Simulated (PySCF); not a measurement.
# C₅H₇BrN₂Se: vibronic structure

What do calculations give for the vibronic structure of C₅H₇BrN₂Se (`CN(C)c1[se]cnc1Br`)?

Programs: PySCF 2.14.0, with routines of our own; each step states its level. All values are computed. Atoms count from 0.

### Step 1. The system as given

16 atoms, charge 0, multiplicity 1; geometry from: GFN2-xTB.

### Step 2. Vibronic structure: TDDFT PBE/def2-SVP

What the job is given:

```
{"job": {"kind": "vib", "xc": "PBE", "basis": "def2-SVP", "tda": false}, "charge": 0, "multiplicity": 1}
C     -1.342656    -1.361237     0.110974
N     -0.868252    -0.009942    -0.127428
C     -1.650575     1.001537     0.538307
C      0.481562     0.204191    -0.136204
Se     1.413964     1.318687     1.119696
C      2.929863     0.794345     0.135145
N      2.709085    -0.012318    -0.828699
C      1.413112    -0.326305    -0.994046
Br     0.977175    -1.424698    -2.469973
H     -2.348530    -1.453668    -0.296618
H     -1.368880    -1.591267     1.183583
H     -0.699925    -2.080969    -0.386588
H     -1.386361     1.983332     0.143228
H     -1.474544     1.001898     1.626441
H     -2.706452     0.816341     0.350683
H      3.913815     1.149016     0.379136
```

Level: TDDFT PBE/def2-SVP vertical-gradient vibronic structure (displaced harmonic oscillators, Condon), gas phase.

Launch:

```console
OMP_NUM_THREADS=1 python excited_run.py task.json out
```

One launch serves the whole session: the jobs run in the order shown.

Log:

```text
final grid: 68112 points
cycle   1  E = -5277.9148680531  dE = -7.035e-01  |g| = 5.177e-01  |ddm| = 4.901e+00
cycle   2  E = -5277.6670203156  dE =  2.478e-01  |g| = 1.079e+00  |ddm| = 2.005e+00
cycle   3  E = -5277.9535665400  dE = -2.865e-01  |g| = 3.027e-01  |ddm| = 1.727e+00
cycle   4  E = -5277.9767097090  dE = -2.314e-02  |g| = 9.334e-02  |ddm| = 4.323e-01
cycle   5  E = -5277.9784923491  dE = -1.783e-03  |g| = 4.459e-02  |ddm| = 1.428e-01
cycle   6  E = -5277.9789412097  dE = -4.489e-04  |g| = 1.392e-02  |ddm| = 5.445e-02
cycle   7  E = -5277.9789800169  dE = -3.881e-05  |g| = 4.823e-03  |ddm| = 1.661e-02
cycle   8  E = -5277.9789863595  dE = -6.343e-06  |g| = 1.298e-03  |ddm| = 7.319e-03
cycle   9  E = -5277.9789868260  dE = -4.665e-07  |g| = 4.109e-04  |ddm| = 1.992e-03
cycle  10  E = -5277.9789868642  dE = -3.821e-08  |g| = 1.189e-04  |ddm| = 5.194e-04
cycle  11  E = -5277.9789868673  dE = -3.067e-09  |g| = 4.514e-05  |ddm| = 1.873e-04
cycle  12  E = -5277.9789868678  dE = -4.820e-10  |g| = 1.436e-05  |ddm| = 6.448e-05
converged SCF energy = -5277.9789868678

Singlet excitations (eV, f): 3.537 (0.0101)  4.020 (0.0851)  4.611 (0.0018)  4.725 (0.0048)  4.941 (0.0114)  5.016 (0.0044)

State S1  3.5374 eV  f = 0.01010  H->L 0.61, H->L+1 0.36
  relaxed dipole 5.282 D, largest gradient of the excitation energy 0.0486 Eh/bohr
  mode    cm-1        S   lambda/meV  Raman
    1     54.7   39.7955     269.8   0.265
    8    240.9    7.7245     230.7   1.000
    7    219.1    2.1654      58.8   0.232
   14    558.1    0.7281      50.4   0.506
    6    197.3    1.9218      47.0   0.167
    9    323.9    0.9739      39.1   0.228
    2    103.8    2.8262      36.4   0.068
   12    473.2    0.5737      33.7   0.287
    3    106.2    2.5048      33.0   0.063
   16    657.0    0.3453      28.1   0.333
    4    163.4    1.0634      21.5   0.063
   35   1524.6    0.0871      16.5   0.452
  reorganisation energy 0.9341 eV, total S 61.521, 0-0 2.6034 eV

State S2  4.0196 eV  f = 0.08509  H->L+1 0.61, H->L 0.33
  relaxed dipole 4.796 D, largest gradient of the excitation energy 0.0346 Eh/bohr
  mode    cm-1        S   lambda/meV  Raman
    3    106.2    5.2221      68.7   0.214
   17    724.1    0.5235      47.0   1.000
    8    240.9    1.3991      41.8   0.296
    4    163.4    1.3518      27.4   0.131
   35   1524.6    0.1095      20.7   0.927
   13    481.9    0.3326      19.9   0.281
   10    346.4    0.4117      17.7   0.180
   12    473.2    0.2717      15.9   0.222
   15    603.5    0.2062      15.4   0.274
   18    808.6    0.1452      14.6   0.346
    6    197.3    0.5636      13.8   0.080
   27   1316.4    0.0747      12.2   0.472
  reorganisation energy 0.3780 eV, total S 13.096, 0-0 3.6416 eV

State S5  4.9408 eV  f = 0.01140  H-2->L+1 0.67, H-1->L+1 0.24
  relaxed dipole 2.801 D, largest gradient of the excitation energy 0.0403 Eh/bohr
  mode    cm-1        S   lambda/meV  Raman
    8    240.9    6.9547     207.7   0.938
    6    197.3    2.5021      61.2   0.226
    1     54.7    8.6294      58.5   0.060
   18    808.6    0.5175      51.9   0.786
    4    163.4    2.1292      43.1   0.132
    2    103.8    3.2856      42.3   0.082
    7    219.1    1.5480      42.1   0.173
   14    558.1    0.5086      35.2   0.368
   35   1524.6    0.1851      35.0   1.000
   12    473.2    0.5109      30.0   0.266
    9    323.9    0.5092      20.5   0.124
   10    346.4    0.4083      17.5   0.114
  reorganisation energy 0.7220 eV, total S 28.925, 0-0 4.2188 eV

State T1  2.8923 eV  f = 0.00000  H->L 0.95
  relaxed dipole 4.531 D, largest gradient of the excitation energy 0.0705 Eh/bohr
  mode    cm-1        S   lambda/meV  Raman
   34   1504.1    0.6276     117.0   1.000
   27   1316.4    0.3311      54.0   0.404
    3    106.2    2.6723      35.2   0.021
   12    473.2    0.5178      30.4   0.082
   13    481.9    0.3508      21.0   0.057
   14    558.1    0.2932      20.3   0.064
    1     54.7    2.5386      17.2   0.005
    9    323.9    0.3781      15.2   0.028
    8    240.9    0.4727      14.1   0.019
    2    103.8    0.9751      12.5   0.007
   29   1416.1    0.0667      11.7   0.094
   17    724.1    0.1133      10.2   0.042
  reorganisation energy 0.4302 eV, total S 10.479, 0-0 2.4621 eV
  absorption maximum 2.832 eV, width 0.540 eV
```

It took 1.8 min on 1 thread of Arm Neoverse V1, shared host; peak memory 1.4 GiB.

Orbitals, density, ELF and potential are computed afterwards from the orbital file.

Frontier orbitals at PBE/def2-SVP, with the share of their density that lies nearest to each atom:

| orbital | energy (eV) | lies on |
| --- | --- | --- |
| HOMO | -4.89 | N1 30 %; C7 17 %; C3, C5 about 11 % each |
| LUMO | -1.67 | Se4 25 %; C3, C5 about 21 % each; N6 11 % |

ELF in a plane through or near 6 of the atoms.

Values, 10 rows by 14 columns:
```
0.00 0.00 0.00 0.00 0.00 0.00 0.00 0.00 0.00 0.00 0.00 0.00 0.00 0.00
0.00 0.00 0.00 0.00 0.00 0.01 0.01 0.00 0.00 0.00 0.00 0.00 0.00 0.00
0.00 0.00 0.00 0.00 0.27 0.80 0.71 0.01 0.32 0.19 0.00 0.00 0.00 0.00
0.00 0.00 0.46 0.14 0.46 0.36 0.46 0.04 0.99 0.87 0.02 0.00 0.00 0.00
0.00 0.05 0.99 0.99 0.59 0.38 0.74 0.12 0.31 0.20 0.06 0.00 0.00 0.00
0.00 0.00 0.03 0.29 0.81 0.08 0.73 0.49 0.68 0.34 0.06 0.00 0.00 0.00
0.00 0.00 0.00 0.71 0.61 0.54 0.36 0.33 0.81 0.87 0.94 0.03 0.00 0.00
0.00 0.00 0.00 0.01 0.01 0.10 0.22 0.32 0.99 0.09 0.14 0.00 0.00 0.00
0.00 0.00 0.00 0.00 0.02 0.33 0.43 0.02 0.00 0.00 0.00 0.00 0.00 0.00
0.00 0.00 0.00 0.00 0.00 0.00 0.00 0.00 0.00 0.00 0.00 0.00 0.00 0.00
```
The map spans 13.1 Å across and 10.4 Å up, centred on the molecule. Atoms in the plane (x, y in Å): C0 (1.5, -1.0), Se4 (-1.5, 1.6), C5 (-3.0, 0.5), H11 (1.0, -1.9), H13 (1.5, 1.8), H15 (-4.0, 0.9).

log10 of the density (e/Å³) in the same plane.

Values, 10 rows by 14 columns:
```
-4.0 -4.0 -4.0 -4.0 -4.0 -4.0 -4.0 -4.0 -4.0 -4.0 -4.0 -4.0 -4.0 -4.0
-4.0 -4.0 -4.0 -4.0 -3.2 -2.7 -2.9 -3.7 -3.9 -4.0 -4.0 -4.0 -4.0 -4.0
-4.0 -4.0 -3.7 -2.8 -1.6 -0.9 -1.2 -2.0 -1.8 -2.1 -3.2 -4.0 -4.0 -4.0
-4.0 -3.3 -2.0 -1.4 -0.6  0.9 -0.1 -1.3 -0.1 -0.7 -2.3 -3.5 -4.0 -4.0
-4.0 -2.6 -0.9  0.2  0.2 -0.1 -0.1 -0.8 -0.5 -0.9 -1.9 -3.1 -4.0 -4.0
-4.0 -3.2 -1.9 -0.6  0.1 -0.7 -0.1 -0.3  0.0 -0.6 -1.8 -3.0 -4.0 -4.0
-4.0 -4.0 -2.8 -1.2 -0.6 -0.7 -0.9 -0.8  0.3  0.0 -1.1 -2.7 -4.0 -4.0
-4.0 -4.0 -4.0 -2.6 -2.0 -1.4 -1.3 -1.1 -0.5 -1.4 -2.2 -3.4 -4.0 -4.0
-4.0 -4.0 -4.0 -4.0 -2.7 -1.9 -1.7 -2.2 -2.7 -3.3 -4.0 -4.0 -4.0 -4.0
-4.0 -4.0 -4.0 -4.0 -4.0 -3.2 -3.0 -3.6 -4.0 -4.0 -4.0 -4.0 -4.0 -4.0
```
The map spans 13.1 Å across and 10.4 Å up, centred on the molecule. Atoms in the plane (x, y in Å): C0 (1.5, -1.0), Se4 (-1.5, 1.6), C5 (-3.0, 0.5), H11 (1.0, -1.9), H13 (1.5, 1.8), H15 (-4.0, 0.9).

On the surface of density 0.002 e/bohr³ the electrostatic potential runs, from the 1st to the 99th percentile, from -1.50 V near N6 to 1.04 V near H15.

### Step 3. Vibronic structure: TDA HF/def2-SVP

Settings changed since step 2:

```diff
@@ -1,2 +1,2 @@
-{"job": {"kind": "vib", "xc": "PBE", "basis": "def2-SVP", "tda": false}, "charge": 0, "multiplicity": 1}
+{"job": {"kind": "vib", "xc": "HF", "basis": "def2-SVP", "tda": true, "nbright": 3}, "charge": 0, "multiplicity": 1}
 C     -1.342656    -1.361237     0.110974
```

Level: TDA HF/def2-SVP vertical-gradient vibronic structure (displaced harmonic oscillators, Condon), gas phase.

Log:

```text
final grid: 68112 points
cycle   1  E = -5273.5207823164  dE =  4.766e-01  |g| = 6.539e-01  |ddm| = 4.568e+00
cycle   2  E = -5273.6324032887  dE = -1.116e-01  |g| = 3.666e-01  |ddm| = 1.185e+00
cycle   3  E = -5273.6664072773  dE = -3.400e-02  |g| = 9.445e-02  |ddm| = 5.180e-01
cycle   4  E = -5273.6700831529  dE = -3.676e-03  |g| = 3.631e-02  |ddm| = 2.089e-01
cycle   5  E = -5273.6705925552  dE = -5.094e-04  |g| = 1.199e-02  |ddm| = 5.986e-02
cycle   6  E = -5273.6707013945  dE = -1.088e-04  |g| = 5.003e-03  |ddm| = 3.304e-02
cycle   7  E = -5273.6707295996  dE = -2.821e-05  |g| = 2.123e-03  |ddm| = 1.795e-02
cycle   8  E = -5273.6707340871  dE = -4.488e-06  |g| = 6.573e-04  |ddm| = 7.730e-03
cycle   9  E = -5273.6707345773  dE = -4.902e-07  |g| = 3.028e-04  |ddm| = 2.465e-03
cycle  10  E = -5273.6707346685  dE = -9.116e-08  |g| = 1.530e-04  |ddm| = 1.144e-03
cycle  11  E = -5273.6707346857  dE = -1.721e-08  |g| = 6.029e-05  |ddm| = 4.133e-04
cycle  12  E = -5273.6707346905  dE = -4.813e-09  |g| = 2.865e-05  |ddm| = 2.535e-04
cycle  13  E = -5273.6707346913  dE = -7.512e-10  |g| = 1.204e-05  |ddm| = 9.521e-05
converged SCF energy = -5273.6707346913

Singlet excitations (eV, f): 5.277 (0.1054)  5.496 (0.0753)  5.931 (0.0145)  6.249 (0.0021)  6.752 (0.0265)  7.128 (0.0333)

State S1  5.2765 eV  f = 0.10541  H->L 0.71, H->L+1 0.15
  relaxed dipole 3.963 D, largest gradient of the excitation energy 0.0937 Eh/bohr
  mode    cm-1        S   lambda/meV  Raman
   34   1504.1    1.2177     227.1   1.000
    1     54.7   26.9533     182.7   0.029
    8    240.9    4.5557     136.0   0.096
   14    558.1    0.7279      50.4   0.082
   13    481.9    0.8337      49.8   0.070
    7    219.1    1.7833      48.4   0.031
    3    106.2    3.4154      45.0   0.014
   27   1316.4    0.2683      43.8   0.169
    2    103.8    3.0794      39.6   0.012
    9    323.9    0.7460      30.0   0.028
   12    473.2    0.5048      29.6   0.041
   29   1416.1    0.1406      24.7   0.102
  reorganisation energy 1.1047 eV, total S 47.197, 0-0 4.1718 eV

State S2  5.4955 eV  f = 0.07532  H->L+1 0.62, H->L 0.14, H-1->L+1 0.08
  relaxed dipole 3.331 D, largest gradient of the excitation energy 0.0510 Eh/bohr
  mode    cm-1        S   lambda/meV  Raman
    1     54.7   39.7284     269.3   0.248
    8    240.9    8.2633     246.8   1.000
    3    106.2    9.9855     131.4   0.235
    2    103.8    5.5910      71.9   0.126
   13    481.9    1.0226      61.1   0.495
   12    473.2    0.7185      42.2   0.336
    6    197.3    1.7037      41.7   0.138
   34   1504.1    0.1952      36.4   0.921
    4    163.4    1.6883      34.2   0.094
   15    603.5    0.4567      34.2   0.347
    5    182.6    0.9821      22.2   0.068
   27   1316.4    0.0864      14.1   0.312
  reorganisation energy 1.0770 eV, total S 71.504, 0-0 4.4185 eV

State S5  6.7521 eV  f = 0.02650  H-1->L 0.55, H->L+3 0.14, H-1->L+1 0.10
  relaxed dipole 4.750 D, largest gradient of the excitation energy 0.0519 Eh/bohr
  mode    cm-1        S   lambda/meV  Raman
   34   1504.1    0.3901      72.8   1.000
    1     54.7   10.2580      69.5   0.035
   15    603.5    0.7193      53.8   0.297
   27   1316.4    0.2266      37.0   0.445
   13    481.9    0.6013      35.9   0.158
   14    558.1    0.4338      30.0   0.153
   17    724.1    0.1652      14.8   0.098
    5    182.6    0.4667      10.6   0.018
    8    240.9    0.3507      10.5   0.023
    9    323.9    0.2421       9.7   0.029
   23   1108.8    0.0512       7.0   0.071
   16    657.0    0.0825       6.7   0.040
  reorganisation energy 0.3983 eV, total S 14.902, 0-0 6.3538 eV

State S6  7.1284 eV  f = 0.03333  H->L+4 0.25, H->L+5 0.13, H->L+2 0.12
  relaxed dipole 3.803 D, largest gradient of the excitation energy 0.0625 Eh/bohr
  mode    cm-1        S   lambda/meV  Raman
    8    240.9   15.2346     454.9   1.000
    1     54.7   49.1596     333.2   0.166
   16    657.0    1.0779      87.8   0.526
   18    808.6    0.6828      68.4   0.505
    3    106.2    4.5530      59.9   0.058
   11    383.2    1.2210      58.0   0.203
   12    473.2    0.4380      25.7   0.111
   15    603.5    0.3370      25.2   0.139
   10    346.4    0.3527      15.2   0.048
    6    197.3    0.5813      14.2   0.026
   34   1504.1    0.0693      12.9   0.177
   35   1524.6    0.0676      12.8   0.178
  reorganisation energy 1.2402 eV, total S 75.160, 0-0 5.8882 eV

State T1  2.8590 eV  f = 0.00000  H->L 0.75
  relaxed dipole 2.806 D, largest gradient of the excitation energy 0.1356 Eh/bohr
  mode    cm-1        S   lambda/meV  Raman
   34   1504.1    2.3529     438.8   1.000
   27   1316.4    1.2062     196.9   0.393
   33   1479.7    0.2339      42.9   0.096
   32   1471.7    0.1831      33.4   0.074
   13    481.9    0.5382      32.2   0.023
    8    240.9    1.0251      30.6   0.011
    3    106.2    2.2424      29.5   0.005
   12    473.2    0.4606      27.0   0.019
   22   1085.6    0.1998      26.9   0.044
   29   1416.1    0.1504      26.4   0.057
   30   1462.3    0.0679      12.3   0.027
   35   1524.6    0.0618      11.7   0.027
  reorganisation energy 0.9828 eV, total S 10.303, 0-0 1.8763 eV
  absorption maximum 2.845 eV, width 0.937 eV
```

Run time: 70 s. Hardware: 1 thread of Arm Neoverse V1, shared host; peak memory 1.3 GiB.

### Step 4. Results

| quantity | value |
| --- | --- |
| S1: vertical, reorganisation, 0-0, total S (step 2, TDDFT PBE/def2-SVP, modes from GFN2-xTB) | 3.54, 0.93, 2.60 eV; 61.5 |
| S2: vertical, reorganisation, 0-0, total S (step 2, TDDFT PBE/def2-SVP, modes from GFN2-xTB) | 4.02, 0.38, 3.64 eV; 13.1 |
| S5: vertical, reorganisation, 0-0, total S (step 2, TDDFT PBE/def2-SVP, modes from GFN2-xTB) | 4.94, 0.72, 4.22 eV; 28.9 |
| surface potential, 1st and 99th percentile | -1.50 V and 1.04 V |
| S1: vertical, reorganisation, 0-0, total S (step 3, TDA HF/def2-SVP, modes from GFN2-xTB) | 5.28, 1.10, 4.17 eV; 47.2 |
| S2: vertical, reorganisation, 0-0, total S (step 3, TDA HF/def2-SVP, modes from GFN2-xTB) | 5.50, 1.08, 4.42 eV; 71.5 |
| S5: vertical, reorganisation, 0-0, total S (step 3, TDA HF/def2-SVP, modes from GFN2-xTB) | 6.75, 0.40, 6.35 eV; 14.9 |

**Reading.** Steps that list no spin-orbit terms leave them out, which matters at and beside the heavy atoms. In steps 2, 3 the harmonic model is doubtful. Where the total S runs above about 15, the geometry moves far on excitation and the harmonic model is stretched, so its 0-0 value is in doubt. The vibronic model keeps the ground-state modes (from xTB) and shifts them along the gradient alone, so it can miss much of the relaxation that a full optimisation finds. By nearest atom (PBE/def2-SVP), the HOMO sits on N1 30 %; C7 17 % and the LUMO on Se4 25 %; C3, C5 about 21 % each.
